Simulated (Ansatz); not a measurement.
# BeBr− (singlet): wave-function methods side by side at distance Br1–Be2 = 3.927 Å, aug-cc-pVDZ

The task here is to estimate one member of a computed series from the others.

Method: aug-cc-pVDZ, core rule «outside noble gas», up to 15 orbitals frozen; program: Ansatz 0.2.0, Gaussian basis.

The runs, in order: UHF; CCSD(T) on RHF; CCSD(T) on UHF; BCCD(T) on RHF; CISD; CCSDT(Q) on RHF; CCSDT(Q) on UHF; CASSCF and MRCISD+Q, 2 electrons in 2 orbitals; CASSCF and NEVPT2, 2 electrons in 2 orbitals; CASSCF and MRCISD+Q, 10 electrons in 8 orbitals; CASSCF and NEVPT2, 10 electrons in 8 orbitals.

34 further runs of the same task are left out: 10 for a known fault of the program, 17 that didn't finish, 7 set aside as unsound or not needed.

**The system**

The geometry derives from a PBE0/def2-TZVPD stationary point (not a proven minimum). One bond is set to the value named and the two fragments are kept rigid. No spin-orbit coupling is included. The filled d shell of Br may be among the frozen orbitals whatever the setting's name suggests; the logs give the count.

2 atoms, charge -1, spin multiplicity 1.

Atoms are counted from 1 here; the program's logs count them from 0.

No contacts short enough for the rule that draws bonds.

Set-up of the first run:

in.yaml

```yaml
crystal:
  periodic: [false, false, false]
  atoms:
    - {symbol: Br, position_ang: [0.000000, 0.000000, 0.000000]}
    - {symbol: Be, position_ang: [0.000000, 0.000000, 3.927000]}
basis:
  gaussian: {orbitals: aug-cc-pVDZ}
total_charge: -1
magnetization: {spin_polarized: true, initial_magnetization: 0}
hamiltonian: {xc: hf}
output: {orbitals: {seedname: orbitals}}
```

The run is started by

```console
$ ansatz run in.yaml --threads 1 --pin off --events-out ev --progress --plain --max-ram 2393MiB
```

Steps of the session up to this table: UHF; CCSD(T) on RHF; CCSD(T) on UHF; BCCD(T) on RHF; CISD; CCSDT(Q) on RHF; CCSDT(Q) on UHF; CASSCF and MRCISD+Q, 2 electrons in 2 orbitals; CASSCF and NEVPT2, 2 electrons in 2 orbitals; CASSCF and MRCISD+Q, 10 electrons in 8 orbitals; CASSCF and NEVPT2, 10 electrons in 8 orbitals.

One of the session's tables, all rows but one given; the rest of the session is left out.

| method | from RCCSDT(Q) (meV) |
| --- | --- |
| RHF | +5202.2 |
| UHF | +5186.4 |
| RMP2 | +895.9 |
| CISD | +602.7 |
| RCCSD | +122.1 |
| RCCSD(T) | +19.9 |
| BCCD(T) | +20.1 |
| RCCSDT | +8.6 |
| RCCSDT(Q) | 0 |
| CASSCF pair | +4709.9 |
| NEVPT2 pair | +832.9 |
| CASSCF valence | ? |
| NEVPT2 valence | +1077.4 |
| MRCISD valence | +299.6 |
| MRCISD+Q valence | +28.0 |

**Question.** Estimate the row for CASSCF valence.

**Answer.** from RCCSDT(Q) (meV): +4070.3. In the column «from RCCSDT(Q) (meV)» it lies between NEVPT2 valence (+1077.4) and CASSCF pair (+4709.9).

Not comparable, so not listed: CCSD(T) on UHF; CASSCF and MRCISD+Q, 2 electrons in 2 orbitals (they don't share determinant, frozen orbitals or solution with the rows shown, or repeat one).

Caveats from the session: Warnings: restricted reference is unstable; spin contamination. Warnings in the runs' records: passed over end.
